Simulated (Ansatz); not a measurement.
# Cd4S: the cost of one run

Method: DFT PBE, scalar-relativistic, plane waves, PAW, in Ansatz 0.2.0.

1 further run of the same task is left out (it didn't finish).

**1. The system as given**

The structure is hexagonal, space group P6/mmm (No. 191). The conventional cell has a = 4.911 Å, b = 4.911 Å, c = 4.221 Å, α = 90.00°, β = 90.00°, γ = 120.00°. Around Cd (site symmetry -6m2) lie 5 Cd at 2.11 to 2.84 Å and 3 S at 2.84 Å. Around Cd (site symmetry -6m2) lie 2 Cd at 2.11 Å. Around S (site symmetry 6/mmm) lie 6 Cd at 2.84 Å.

Structure file:

```
Cd S
1.0
     4.91096    0.00000    0.00000
    -2.45548    4.25301    0.00000
     0.00000    0.00000    4.22060
Cd S
4 1
Cartesian
  0.0000 2.8353 0.0000
  2.4555 1.4177 0.0000
  0.0000 2.8353 2.1103
  2.4555 1.4177 2.1103
  0.0000 0.0000 0.0000
```

The cell is invented: random cell by space group and Wyckoff sites (P6/mmm, No. 191). The dimensions are guesses.

**2. Probe: one point on a coarse mesh**

File input.yaml:

```yaml
crystal:
  lattice:
    - [4.91095597, 0.0, 0.0]
    - [-2.45547799, 4.25301263, 0.0]
    - [0.0, 0.0, 4.22060483]
  atoms:
    - { symbol: Cd, position: [0.33333333, 0.66666667, 0.0] }
    - { symbol: Cd, position: [0.66666667, 0.33333333, 0.0] }
    - { symbol: Cd, position: [0.33333333, 0.66666667, 0.5] }
    - { symbol: Cd, position: [0.66666667, 0.33333333, 0.5] }
    - { symbol: S, position: [0.0, 0.0, 0.0] }
basis:
  ecutwfc: 420
kpoints:
  mp_grid: { grid: [6, 6, 4] }
hamiltonian:
  xc: pbe
scf:
  occupations: { method: gaussian, width: 0.1 }
  lower_state_search: "off"
output:
  forces: true
  stress: true
  eigenvalues: true
```

On the command line:

```sh
$ ansatz run input.yaml --threads 1 --pin off --max-ram 2560MiB --backend cpu --events-out ev --progress --plain --runs-dir out
```

**Question.** How long does this run take on 1 thread of Intel Xeon at 2.70GHz, shared host, and how much memory does it need?

About 6.9 s, with a peak of 0.4 GiB.
